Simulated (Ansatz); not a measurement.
# CoO: the cost of one run

Computed with Ansatz 0.2.0 (DFT PBE without U, plane waves, PAW, unless a step's input says otherwise).

## (1) The starting structure

The structure is cubic, space group Fm-3m (No. 225). The conventional cell has a = 4.263 Å, b = 4.263 Å, c = 4.263 Å, α = 90.00°, β = 90.00°, γ = 90.00°. Co (site symmetry m-3m) has 6 O at 2.13 Å as nearest neighbours. O (site symmetry m-3m) is surrounded by 6 Co at 2.13 Å.

Structure file:

```cif
data_structure
_symmetry_space_group_name_H-M 'Fm-3m'
_symmetry_Int_Tables_number 225
_cell_length_a 4.2630
_cell_length_b 4.2630
_cell_length_c 4.2630
_cell_angle_alpha 90.000
_cell_angle_beta 90.000
_cell_angle_gamma 90.000
_cell_volume 77.47
loop_
_atom_site_label
_atom_site_type_symbol
_atom_site_symmetry_multiplicity
_atom_site_Wyckoff_symbol
_atom_site_fract_x
_atom_site_fract_y
_atom_site_fract_z
_atom_site_occupancy
Co1 Co 4 a 0.00000 0.00000 0.00000 1
O1 O 4 b 0.50000 0.00000 0.00000 1
```

Magnetic order typed: ferromagnetic.

An earlier series on this cell reached its lowest free state from «from atoms, symmetry kept, no search», perhaps among other starts.

## (2) Random orbitals: single harmonics, second filling

Input file input.yaml:

```yaml
crystal:
  lattice:
    - [0.0, 2.13150166, 2.13150166]
    - [2.13150166, 0.0, 2.13150166]
    - [2.13150166, 2.13150166, 0.0]
  atoms:
    - { symbol: Co, position: [0.0, 0.0, 0.0], spin: 1.0 }
    - { symbol: O, position: [0.5, 0.5, 0.5] }
basis:
  ecutwfc: 420
  ecutrho_ratio: 4
kpoints:
  mp_grid: { grid: [8, 8, 8] }
hamiltonian:
  xc: pbe
  hubbard:
    sites:
      - { site: 0, l: d, u_eff: 0.0, starting_ns: [{ spin: up, occupation_matrix: s0up }, { spin: down, occupation_matrix: s0down }] }
    occupation_matrices:
      s0up:
        matrix:
          - [0.97, 0.0, 0.0, 0.0, 0.0]
          - [0.0, 0.97, 0.0, 0.0, 0.0]
          - [0.0, 0.0, 0.97, 0.0, 0.0]
          - [0.0, 0.0, 0.0, 0.02, 0.0]
          - [0.0, 0.0, 0.0, 0.0, 0.97]
      s0down:
        matrix:
          - [0.97, 0.0, 0.0, 0.0, 0.0]
          - [0.0, 0.97, 0.0, 0.0, 0.0]
          - [0.0, 0.0, 0.02, 0.0, 0.0]
          - [0.0, 0.0, 0.0, 0.97, 0.0]
          - [0.0, 0.0, 0.0, 0.0, 0.02]
    ns_hold: { iters: 12 }
scf:
  occupations: { method: gaussian, width: 0.05 }
  lower_state_search: "off"
  max_iter: 150
output:
  forces: true
  stress: true
  eigenvalues: true
  populations: true
  hubbard: { sites: [{ site: 0, l: d }] }
magnetization:
  spin_polarized: true
```

The typed matrices put 0.97 on the chosen orbitals and 0.02 on the others, and are held for 12 cycles.

Command:

```sh
> ansatz run input.yaml --threads 2 --pin off --max-ram 3072MiB --backend cpu --events-out ev --progress --plain --runs-dir out
```

What time and memory should one allow on 2 threads of Arm Neoverse V1, shared host?

About 15 s, with a peak of 0.34 GiB.
